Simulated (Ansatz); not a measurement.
# CH₉AlSSi₂: one species, many methods

The task here is to estimate one member of a computed series from the others.

The runs use Ansatz 0.2.0, Gaussian basis; functionals in def2-TZVPP, the program's frozen cores in correlated methods.

Plan: LDA (SPW92), PBE-D4, revPBE-D4, BLYP-D4, r2SCAN-D4, B97M-V, PBE0-D4, B3LYP-D4, r2SCANh-D4, r2SCAN0-D4, HSE06-D4, BHLYP-D4, CAM-B3LYP-D4, LC-ωPBE, ωB97X-V, ωB97M-V, B2PLYP, PBE-QIDH; CCSD(T)/def2-SVP; CCSD(T)/def2-TZVPP; MP2/def2-QZVPP; extrapolation to the limit; RPA on PBE.

### Structure used throughout

All runs share one geometry, relaxed beforehand with PBE0-D4 in a triple-zeta def2 set.

14 atoms, charge 0, spin multiplicity 1.

Atoms are counted from 1 here; the program's logs count them from 0.

Bond lengths: Si1–C2 1.867 Å, Si1–H6 1.488 Å, Si1–H7 1.490 Å, Si1–H8 1.488 Å, C2–Al3 1.943 Å, C2–H9 1.096 Å, C2–H10 1.095 Å, Al3–S4 2.185 Å, Al3–H11 1.580 Å, S4–Si5 2.135 Å, Si5–H12 1.485 Å, Si5–H13 1.484 Å, Si5–H14 1.484 Å. Angles: C2–Si1–H6 110.1°, C2–Si1–H7 110.1°, C2–Si1–H8 112.6°, H6–Si1–H7 107.6°, H6–Si1–H8 108.3°, H7–Si1–H8 108.0°, Si1–C2–Al3 113.5°, Si1–C2–H9 108.7°, Si1–C2–H10 108.1°, Al3–C2–H9 107.8°, Al3–C2–H10 110.6°, H9–C2–H10 108.0°, C2–Al3–S4 123.5°, C2–Al3–H11 122.6°, S4–Al3–H11 113.9°, Al3–S4–Si5 104.3°, S4–Si5–H12 111.8°, S4–Si5–H13 110.8° and more.

Set-up of the first run:

in.yaml reads:

```yaml
crystal:
  periodic: [false, false, false]
  atoms:
    - {symbol: Si, position_ang: [-1.774191, -0.289912, -0.899032]}
    - {symbol: C, position_ang: [-0.594154, -1.349063, 0.086136]}
    - {symbol: Al, position_ang: [-0.012826, -0.523832, 1.746056]}
    - {symbol: S, position_ang: [1.472386, 1.076345, 1.841371]}
    - {symbol: Si, position_ang: [2.046026, 1.385802, -0.191461]}
    - {symbol: H, position_ang: [-1.092142, 0.954809, -1.347340]}
    - {symbol: H, position_ang: [-2.932595, 0.111747, -0.051632]}
    - {symbol: H, position_ang: [-2.304755, -0.989831, -2.100488]}
    - {symbol: H, position_ang: [-1.094668, -2.291014, 0.337741]}
    - {symbol: H, position_ang: [0.266184, -1.582328, -0.549726]}
    - {symbol: H, position_ang: [-0.600611, -0.935599, 3.154179]}
    - {symbol: H, position_ang: [1.889522, 0.151438, -1.002446]}
    - {symbol: H, position_ang: [1.242750, 2.471016, -0.806408]}
    - {symbol: H, position_ang: [3.476174, 1.781322, -0.188153]}
basis:
  gaussian: {orbitals: def2-TZVPP}
hamiltonian: {xc: lda}
output: {orbitals: {seedname: orbitals}}
```

Among the steps run: LDA; PBE-D4 (GGA); revPBE-D4 (GGA); BLYP-D4 (GGA); r2SCAN-D4 (meta-GGA); B97M-V (meta-GGA); PBE0-D4 (hybrid); B3LYP-D4 (hybrid); r2SCANh-D4 (hybrid); r2SCAN0-D4 (hybrid); HSE06-D4 (hybrid); BHLYP-D4 (hybrid); CAM-B3LYP-D4 (range-separated); LC-ωPBE (range-separated); ωB97X-V (range-separated); ωB97M-V (range-separated); B2PLYP (double hybrid); PBE-QIDH (double hybrid).

One of the session's tables, all rows but one given; the rest of the session is left out.

It belongs to the step «Frontier levels by functional». 

| functional | HOMO (eV) | gap (eV) |
| --- | --- | --- |
| LDA (SPW92) | -6.67 | 4.42 |
| PBE-D4 | -6.57 | 4.56 |
| revPBE-D4 | -6.52 | 4.64 |
| BLYP-D4 | -6.38 | 4.53 |
| r2SCAN-D4 | -6.85 | 5.13 |
| B97M-V | -6.99 | 5.07 |
| PBE0-D4 | -7.71 | 6.47 |
| B3LYP-D4 | -7.46 | 6.04 |
| r2SCANh-D4 | -7.27 | 5.81 |
| r2SCAN0-D4 | -7.90 | 6.81 |
| HSE06-D4 | -7.32 | 5.70 |
| BHLYP-D4 | ? | ? |
| CAM-B3LYP-D4 | -8.97 | 8.67 |
| LC-ωPBE | -10.35 | 11.11 |
| ωB97X-V | -10.01 | 10.65 |
| ωB97M-V | -9.86 | 10.23 |

Estimate the missing values for BHLYP-D4.

Worked estimate for «HOMO (eV)». Against the share of exact exchange, BLYP-D4 (0, -6.38), B3LYP-D4 (0.2, -7.46) give a slope of -5.40 per unit share; at 0.5 the line stands at -9.08.

**Answer.** HOMO (eV): -8.70; gap (eV): 8.27. In «HOMO (eV)» the line misses by -0.38.
